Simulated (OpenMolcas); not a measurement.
# One shape, several levels: triplet C2H5ClSi

Wanted: a comparison of 6 runs (UBHLYP/def2-SVP, UBLYP/def2-SVP, UM06-L/def2-SVP, UPBE/def2-SVP, UPBE0/def2-SVP, UTPSS/def2-SVP) of triplet C2H5ClSi. 

Program for the calculation: OpenMolcas 26.06.

## Step 1: The system as given

C2H5ClSi: 9 atoms, total charge 0, spin state triplet. As SMILES of the parent species, `ClC1C[SiH2]1`. Geometry: relaxed at PBE0-D4/def2-TZVP. That shape belongs to the parent species and isn't relaxed for this state.

Bond lengths: Cl1–C2 1.761 Å, C2–C3 1.532 Å, C2–Si4 1.855 Å, C3–Si4 1.853 Å, C2–H5 1.084 Å, C3–H6 1.086 Å, C3–H7 1.085 Å, Si4–H8 1.475 Å, Si4–H9 1.478 Å. Some angles: Cl1–C2–C3 117.2°, Cl1–C2–Si4 122.4°, C3–C2–Si4 65.5°, C2–C3–Si4 65.7°, C2–Si4–C3 48.8°, Cl1–C2–H5 110.3°, C3–C2–H5 115.4°, Si4–C2–H5 119.3°, C2–C3–H6 115.0°, C2–C3–H7 116.2°.

## Step 2: A single-point energy at UBHLYP/def2-SVP (run 1)

Input file struct.xyz:

```xyz
9

Cl    -0.610200    -0.416600    -2.254300
C     -0.442600     0.373500    -0.689900
C      0.930400     0.305100    -0.014300
Si    -0.417500    -0.575100     0.903900
H     -0.899600     1.356600    -0.714500
H      1.659300    -0.322300    -0.518200
H      1.345700     1.248900     0.324100
H     -0.452800    -2.048100     0.838700
H     -1.023900     0.031800     2.107300
```

Input file mol.inp:

```
>>> EXPORT MOLCAS_PRINT=2
&GATEWAY
BasLib=$CurrDir
Coord=struct.xyz
Basis=def2-SVP
Group=NoSym
&SEWARD
GridInput
Grid=UltraFine
End of Grid
&SCF
UHF
Spin=3
KSDFT=HYB_GGA_XC_BHANDHLYP
Thresholds=1e-10 1e-07 1e-07 1e-05
PrOrbitals=1 2
```

The basis set def2-SVP is read from a file made from the Basis Set Exchange's data (not shown).

On the command line:

```console
$ export MOLCAS_MEM=1860
$ pymolcas mol.inp > mol.log
```

Log:

```text
--- Start Module: gateway ---
[...]
--- Stop Module: gateway /rc=_RC_ALL_IS_WELL_ ---
--- Start Module: seward ---
[...]
      Basis functions           89
--- Stop Module: seward /rc=_RC_ALL_IS_WELL_ ---
[...]
--- Start Module: scf ---
[...]
       Convergence after  25 Iterations
[...]
::    Total KS-DFT energy                            -828.3196852200
[...]
      Total spin, S                                     1.0040765712
[...]
      Total electronic charge=   48.000000
      Total            charge=   -0.000000
[...]
      Dipole Moment (debye):
      Origin of the operator (angstrom)=   -0.2884   -0.2418   -0.6516
                   X=  1.1697E+00               Y=  1.8780E+00               Z= -9.0081E-01           Total=  2.3888E+00
      Quadrupole Moment (debye*angstrom):
[...]
--- Stop Module: scf /rc=_RC_ALL_IS_WELL_ ---
[...]
```

Run time: 49 s. Hardware: 1 thread of Intel Xeon 6975P-C (Granite Rapids), shared host; peak memory 0.48 GiB.

## Step 3: A single-point energy at UBLYP/def2-SVP (run 2)

Input file test.input:

```
>>> EXPORT MOLCAS_PRINT=2
&GATEWAY
BasLib
$CurrDir
Coord
9
angstrom
Cl      -0.610200      -0.416600      -2.254300
C       -0.442600       0.373500      -0.689900
C        0.930400       0.305100      -0.014300
Si      -0.417500      -0.575100       0.903900
H       -0.899600       1.356600      -0.714500
H        1.659300      -0.322300      -0.518200
H        1.345700       1.248900       0.324100
H       -0.452800      -2.048100       0.838700
H       -1.023900       0.031800       2.107300
Basis
def2-SVP
Group
NoSym
&SEWARD
GridInput
Grid=UltraFine
End of Grid
&SCF
UHF
Spin
3
KSDFT
BLYP
Thresholds
1e-10 1e-07 1e-07 1e-05
PrOrbitals
0
```

The basis set def2-SVP is read from a file made from the Basis Set Exchange's data (not shown).

On the command line:

```console
$ export MOLCAS_MEM=1860
$ pymolcas test.input > test.log
```

Log:

```text
--- Start Module: gateway ---
[...]
--- Stop Module: gateway /rc=_RC_ALL_IS_WELL_ ---
--- Start Module: seward ---
[...]
      Basis functions           89
--- Stop Module: seward /rc=_RC_ALL_IS_WELL_ ---
[...]
--- Start Module: scf ---
[...]
       Convergence after  25 Iterations
[...]
::    Total KS-DFT energy                            -828.3293606548
[...]
      Total spin, S                                     1.0011938868
[...]
      Total electronic charge=   48.000000
      Total            charge=   -0.000000
[...]
      Dipole Moment (debye):
      Origin of the operator (angstrom)=   -0.2884   -0.2418   -0.6516
                   X=  7.9314E-01               Y=  1.3732E+00               Z= -6.5120E-01           Total=  1.7143E+00
      Quadrupole Moment (debye*angstrom):
[...]
--- Stop Module: scf /rc=_RC_ALL_IS_WELL_ ---
[...]
```

Wall time 48 s (1 thread of Intel Xeon 6975P-C (Granite Rapids), shared host); peak memory 0.49 GiB.

Run 3 isn't shown in full; the table further down has it.

## Step 4: The energy at UPBE/def2-SVP (run 4)

Input file input.xyz:

```xyz
9

Cl    -0.610200    -0.416600    -2.254300
C     -0.442600     0.373500    -0.689900
C      0.930400     0.305100    -0.014300
Si    -0.417500    -0.575100     0.903900
H     -0.899600     1.356600    -0.714500
H      1.659300    -0.322300    -0.518200
H      1.345700     1.248900     0.324100
H     -0.452800    -2.048100     0.838700
H     -1.023900     0.031800     2.107300
```

Input file run.input:

```
>>> EXPORT MOLCAS_PRINT=2

&GATEWAY
  BasLib=$CurrDir
  Coord=input.xyz
  Basis=def2-SVP
  Group=NoSym

&SEWARD
  GridInput
  Grid=UltraFine
  End of Grid

&SCF
  UHF
  Spin=3
  KSDFT=PBE
  Thresholds=1e-10 1e-07 1e-07 1e-05
  PrOrbitals=1 1
```

The basis set def2-SVP is read from a file made from the Basis Set Exchange's data (not shown).

On the command line:

```console
$ export MOLCAS_MEM=1860
$ pymolcas run.input > run.log
```

Log:

```text
--- Start Module: gateway ---
[...]
--- Stop Module: gateway /rc=_RC_ALL_IS_WELL_ ---
--- Start Module: seward ---
[...]
      Basis functions           89
--- Stop Module: seward /rc=_RC_ALL_IS_WELL_ ---
[...]
--- Start Module: scf ---
[...]
       Convergence after  24 Iterations
[...]
::    Total KS-DFT energy                            -827.9455486225
[...]
      Total spin, S                                     1.0014536891
[...]
      Total electronic charge=   48.000000
      Total            charge=   -0.000000
[...]
      Dipole Moment (debye):
      Origin of the operator (angstrom)=   -0.2884   -0.2418   -0.6516
                   X=  8.4668E-01               Y=  1.4371E+00               Z= -6.1198E-01           Total=  1.7767E+00
      Quadrupole Moment (debye*angstrom):
[...]
--- Stop Module: scf /rc=_RC_ALL_IS_WELL_ ---
[...]
```

It took 48 s on 1 thread of Intel Xeon 6975P-C (Granite Rapids), shared host; peak memory 0.49 GiB.

Run 5 isn't shown in full; the table further down has it.

## Step 5: A single-point energy at UTPSS/def2-SVP (run 6)

Input file mol.xyz:

```xyz
9

Cl    -0.610200    -0.416600    -2.254300
C     -0.442600     0.373500    -0.689900
C      0.930400     0.305100    -0.014300
Si    -0.417500    -0.575100     0.903900
H     -0.899600     1.356600    -0.714500
H      1.659300    -0.322300    -0.518200
H      1.345700     1.248900     0.324100
H     -0.452800    -2.048100     0.838700
H     -1.023900     0.031800     2.107300
```

Input file mol.inp:

```
* C2H5ClSi Kohn-Sham DFT
&GATEWAY
BasLib=$CurrDir
Coord=mol.xyz
Basis=def2-SVP
Group=NoSym
&SEWARD
GridInput
Grid=UltraFine
End of Grid
&SCF
UHF
Spin=3
KSDFT=2
1.0 MGGA_X_TPSS
1.0 MGGA_C_TPSS
Thresholds=1e-10 1e-07 1e-07 1e-05
PrOrbitals=1 1
```

The basis set def2-SVP is read from a file made from the Basis Set Exchange's data (not shown).

On the command line:

```console
$ export MOLCAS_MEM=1860
$ pymolcas mol.inp > mol.log
```

Log:

```text
--- Start Module: gateway ---
[...]
--- Stop Module: gateway /rc=_RC_ALL_IS_WELL_ ---
--- Start Module: seward ---
[...]
      Basis functions           89
--- Stop Module: seward /rc=_RC_ALL_IS_WELL_ ---
[...]
--- Start Module: scf ---
[...]
       Convergence after  26 Iterations
[...]
::    Total KS-DFT energy                            -828.4581007467
[...]
      Total spin, S                                     1.0018665118
[...]
      Total electronic charge=   48.000000
      Total            charge=   -0.000000
[...]
      Dipole Moment (debye):
      Origin of the operator (angstrom)=   -0.2884   -0.2418   -0.6516
                   X=  9.1690E-01               Y=  1.5317E+00               Z= -5.5448E-01           Total=  1.8693E+00
      Quadrupole Moment (debye*angstrom):
[...]
--- Stop Module: scf /rc=_RC_ALL_IS_WELL_ ---
[...]
```

Wall time 78 s (1 thread of Intel Xeon 6975P-C (Granite Rapids), shared host); peak memory 0.49 GiB.

## Step 6: All runs side by side

| run | level | energy (Eh) | dipole moment (D) | HOMO energy (eV) | ⟨S²⟩ | wall time |
| --- | --- | --- | --- | --- | --- | --- |
| 1 | UBHLYP/def2-SVP | -828.319685 | 2.39 | -2.83 | 2.012 | 49 s |
| 2 | UBLYP/def2-SVP | -828.329361 | 1.71 | -1.13 | 2.004 | 48 s |
| 3 | UM06-L/def2-SVP | -828.382355 | 1.79 | -1.45 | 2.008 | 73 s |
| 4 | UPBE/def2-SVP | -827.945549 | 1.78 | -1.39 | 2.004 | 48 s |
| 5 | UPBE0/def2-SVP | -828.017825 | 2.13 | -2.24 | 2.008 | 50 s |
| 6 | UTPSS/def2-SVP | -828.458101 | 1.87 | -1.46 | 2.006 | 78 s |

## Step 7: Summary of results

| quantity | value |
| --- | --- |
| run 6: total energy | -828.45810 Eh |
| run 6: dipole moment | 1.87 D |
| run 6: HOMO energy (highest over α and β) | -1.46 eV |
| run 6: ⟨S²⟩ | 2.006 |

In words: The dipole moment (its size) runs from 1.71 D (UBLYP/def2-SVP) to 2.39 D (UBHLYP/def2-SVP). Totals of different functionals can't be ranked against each other. All runs together took 5.8 min, the longest 78 s.
